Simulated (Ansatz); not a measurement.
# TaRu: the cost of one run

Computed with Ansatz 0.2.0 (DFT PBEsol, scalar-relativistic, plane waves, PAW, unless a step's input says otherwise).

24 further runs of the same task are left out: 24 set aside as unsound or not needed.

## Step 1: The starting structure

It takes space group Pm-3m (No. 221, cubic). The conventional cell has a = 3.140 Å, b = 3.140 Å, c = 3.140 Å, α = 90.00°, β = 90.00°, γ = 90.00°. Around Ta (site symmetry m-3m) lie 8 Ru at 2.72 Å. Ru (site symmetry m-3m) has 8 Ta at 2.72 Å as nearest neighbours.

Coordinates:

```
Ta Ru
1.0
     3.13981    0.00000    0.00000
     0.00000    3.13981    0.00000
     0.00000    0.00000    3.13981
Ta Ru
1 1
Direct
  0.50000 0.50000 0.50000
  0.00000 0.00000 0.00000
```

This cell was relaxed beforehand with the same method: volume 15.48 Å³/atom, gap on the mesh none (metal).

## Step 2: The scan

The energy is mapped over volume and the cell's shape.

The axes are (1) volume per atom: 7 values from 13.00 to 17.95 Å³; (2) c/a of the conventional cell: 9 values from 0.870 to 1.518.

Nothing else is relaxed (symmetry fixes all fractional coordinates). Energies count from the relaxed crystal. Points are written as (first, second).

## Step 3: Grid point (13.00 Å³, 0.870)

Input file input.yaml:

```yaml
crystal:
  lattice:
    - [3.1030212973, 0.0, 0.0]
    - [0.0, 3.1030212973, 0.0]
    - [0.0, 0.0, 2.7002491329]
  atoms:
    - { symbol: Ta, position: [0.5, 0.5, 0.5] }
    - { symbol: Ru, position: [0.0, 0.0, 0.0] }
basis:
  ecutwfc: 420
kpoints:
  mp_grid: { grid: [16, 16, 16] }
hamiltonian:
  xc: pbesol
  pseudopotentials: { kind: paw }
scf:
  occupations: { method: gaussian, width: 0.15 }
output:
  forces: true
  stress: true
  eigenvalues: true
```

Launch:

```sh
> ansatz run input.yaml --threads 1 --pin off --max-ram 2048MiB --backend cpu --events-out ev --progress --plain --runs-dir out
```

What time and memory should one allow on 1 thread of Arm Neoverse N1, shared host?

About 17 s, with a peak of 0.44 GiB.
